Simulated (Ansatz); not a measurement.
**KF (SMILES [F][K]): single points off equilibrium**

An exercise on one series of results from a longer session: the logs are not shown, and one member is left open.

Computed with Ansatz 0.2.0, Gaussian basis. Level: single points in def2-TZVPP.

Correlated methods freeze the cores. The outer core shell of Li, Na, Mg and K is correlated.

### The starting structure

SMILES `[F][K]`, 2 atoms, charge 0, spin multiplicity 1.

Atoms are counted from 1 here; the program's logs count them from 0.

Bond lengths: F1–K2 1.991 Å.

Coordinates:

```
F     0.7758   -0.4273    0.5122
K    -0.8148    0.3287   -0.4173
```

The first run:

File run/in.yaml:

```yaml
crystal:
  periodic: [false, false, false]
  atoms:
    - {symbol: F, position_ang: [0.775800, -0.427300, 0.512200]}
    - {symbol: K, position_ang: [-0.814800, 0.328700, -0.417300]}
basis:
  gaussian: {orbitals: def2-TZVPP}
correlation: {method: ccsd_t}
output: {forces: true}
```

The command line of these runs was not kept.

Among the steps run: CCSD(T)/def2-TZVPP; PBE0-D4/def2-TZVPP; wB97M-V/def2-TZVPP; r2SCAN-D4/def2-TZVPP; PBE-D4/def2-TZVPP; SPW92/def2-TZVPP; r2SCAN0-D4/def2-TZVPP.

One of the session's tables, all rows but one given; the rest of the session is left out.

```
    method  RMS force component (eV/Å)  dipole (D)
   CCSD(T)                       1.774        7.71
   PBE0-D4                       1.494        7.45
   wB97M-V                       1.617        7.53
 r2SCAN-D4                       1.544        7.41
    PBE-D4                           ?           ?
     SPW92                       1.227        7.18
r2SCAN0-D4                       1.520        7.58
```

**Question.** Estimate the row for PBE-D4.

**Answer.** RMS force component (eV/Å): 1.526; dipole (D): 7.15. In the column «RMS force component (eV/Å)» it lies between r2SCAN0-D4 (1.520) and r2SCAN-D4 (1.544).
